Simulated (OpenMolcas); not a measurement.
# M06-HF/ANO-S-VDZP (RICD fitting) run of C9H18O (2,6-dimethyl-4-heptanone)

What is the vertical electron affinity of C9H18O (2,6-dimethyl-4-heptanone) at M06-HF/ANO-S-VDZP (RICD fitting)? 

The results are computed with OpenMolcas 26.06.

2 further runs of the same task are left out: 1 that didn't finish, 1 set aside as unsound or not needed.

## 1. The structure to begin with

C9H18O: 28 atoms, total charge 0, spin state singlet. As SMILES, `CC(C)CC(=O)CC(C)C`. The coordinates come from a GFN2-xTB relaxation. This is one conformer, not always the lowest.

Some bond lengths: C1–C2 1.527 Å, C2–C3 1.525 Å, C2–C4 1.537 Å, C4–C5 1.515 Å, C5–O6 1.206 Å, C5–C7 1.512 Å, C7–C8 1.538 Å, C8–C9 1.526 Å, C8–C10 1.527 Å, C1–H11 1.087 Å, C1–H12 1.089 Å, C1–H13 1.088 Å, C2–H14 1.095 Å, C3–H15 1.087 Å, C3–H16 1.088 Å, C3–H17 1.088 Å. Some angles: C1–C2–C3 110.6°, C1–C2–C4 110.1°, C3–C2–C4 110.3°, C2–C4–C5 110.7°, C4–C5–O6 121.9°, C4–C5–C7 115.6°, O6–C5–C7 122.5°, C5–C7–C8 111.8°, C7–C8–C9 110.3°, C7–C8–C10 109.9°.

## 2. The energy at M06-HF/ANO-S-VDZP (RICD fitting)

The input, coord.xyz:

```xyz
28

C     -0.972460    -2.456280    -1.157290
C     -1.802830    -1.644490    -0.166330
C     -2.329210    -2.538820     0.951780
C     -0.959810    -0.499840     0.417450
C     -0.577240     0.489410    -0.664590
O     -1.403540     1.019000    -1.365740
C      0.903090     0.761130    -0.806790
C      1.455100     1.556180     0.388370
C      0.842550     2.953330     0.423750
C      2.976960     1.640130     0.298850
H     -1.558880    -3.279660    -1.558020
H     -0.091510    -2.870400    -0.669310
H     -0.649430    -1.831990    -1.987290
H     -2.648740    -1.199180    -0.699420
H     -2.934860    -3.342450     0.539720
H     -2.943140    -1.970170     1.646370
H     -1.503480    -2.981970     1.505360
H     -1.560330     0.034190     1.158180
H     -0.074770    -0.904150     0.909000
H      1.425610    -0.195270    -0.876900
H      1.072990     1.327420    -1.724580
H      1.190090     1.033760     1.314110
H     -0.242390     2.897920     0.468410
H      1.117070     3.509340    -0.469880
H      1.196660     3.502920     1.293080
H      3.276870     2.137200    -0.621000
H      3.421490     0.647330     0.313940
H      3.374160     2.205400     1.138760
```

The input, job.input:

```
&GATEWAY
 Coord=coord.xyz
 Basis=ANO-S-VDZP
 Group=NoSym
 RICD

&SEWARD
 GridInput
 Grid=SG1Grid
 End of Grid

&SCF
 KSDFT=M06HF
 PrOrbitals=1 1
```

The run is started by

```sh
export MOLCAS_MEM=1860
pymolcas job.input > job.log
```

Output:

```text
--- Start Module: gateway ---
[...]
--- Stop Module: gateway /rc=_RC_ALL_IS_WELL_ ---
--- Start Module: seward ---
[...]
      Basis functions          230
--- Stop Module: seward /rc=_RC_ALL_IS_WELL_ ---
[...]
--- Start Module: scf ---
[...]
       Convergence after  15 Iterations
[...]
::    Total KS-DFT energy                            -428.9903409715
[...]
      Total spin, S                                     0.0000000000
[...]
      Total electronic charge=   80.000000
      Total            charge=   -0.000000
[...]
      Dipole Moment (debye):
      Origin of the operator (angstrom)=   -0.1839    0.1276   -0.1684
                   X=  1.9804E+00               Y= -1.3390E+00               Z=  1.9187E+00           Total=  3.0654E+00
      Quadrupole Moment (debye*angstrom):
[...]
--- Stop Module: scf /rc=_RC_ALL_IS_WELL_ ---
[...]
```

Wall time 3.1 min (1 thread of AMD EPYC 7R43 (Zen 3), shared host); peak memory 0.26 GiB.

## 3. The doublet anion at the same level

coord.xyz is that of step 2.

The input, job.inp:

```
&GATEWAY
  Coord=coord.xyz
  Basis=ANO-S-VDZP
  Group=NoSym
  RICD

&SEWARD
  GridInput
  Grid=SG1Grid
  End of Grid

&SCF
  UHF
  Charge=-1
  Spin=2
  KSDFT=M06HF
  PrOrbitals=1 1
```

The run is started by

```sh
export MOLCAS_MEM=1860
pymolcas job.inp > job.log
```

Output:

```text
--- Start Module: gateway ---
[...]
--- Stop Module: gateway /rc=_RC_ALL_IS_WELL_ ---
--- Start Module: seward ---
[...]
      Basis functions          230
--- Stop Module: seward /rc=_RC_ALL_IS_WELL_ ---
[...]
--- Start Module: scf ---
[...]
       Convergence after  25 Iterations
[...]
::    Total KS-DFT energy                            -428.9331297367
[...]
      Total spin, S                                     0.5039306081
[...]
      Total electronic charge=   81.000000
      Total            charge=   -1.000000
[...]
      Dipole Moment (debye):
      Origin of the operator (angstrom)=   -0.1839    0.1276   -0.1684
                   X=  2.9456E+00               Y= -2.2192E+00               Z=  3.0137E+00           Total=  4.7628E+00
      Center of Charge (angstrom)
[...]
--- Stop Module: scf /rc=_RC_ALL_IS_WELL_ ---
[...]
```

Wall time 9.4 min (1 thread of AMD EPYC 7R43 (Zen 3), shared host); peak memory 0.26 GiB.

## 4. Results

Level: M06-HF/ANO-S-VDZP (RICD fitting).

```
                                         quantity          value
                     singlet C9H18O: total energy  -428.99034 Eh
                    singlet C9H18O: dipole moment         3.07 D
                      singlet C9H18O: HOMO energy      -10.77 eV
                      singlet C9H18O: LUMO energy        1.56 eV
                    singlet C9H18O: HOMO–LUMO gap       12.33 eV
                      doublet anion: total energy  -428.93313 Eh
doublet anion: HOMO energy (highest over α and β)        0.59 eV
 doublet anion: LUMO energy (lowest over α and β)        4.87 eV
                              doublet anion: ⟨S²⟩          0.758
vertical electron affinity (to the doublet anion)      -1.557 eV
```

What this shows: This program's gradients are faulty for this kind of reference, so any forces in the log (doublet anion) can't be trusted; the energy can. The anion lies 1.56 eV (150 kJ/mol) above the neutral: the electron isn't bound at this level, and such a value depends on the basis. Without diffuse functions anions come out too high. Mulliken charges (doublet anion) run from -0.47 on O6 to +0.20 on H23. The HOMO (doublet anion) lies at positive energy, 0.59 eV; only total energies tell whether the electron is bound.
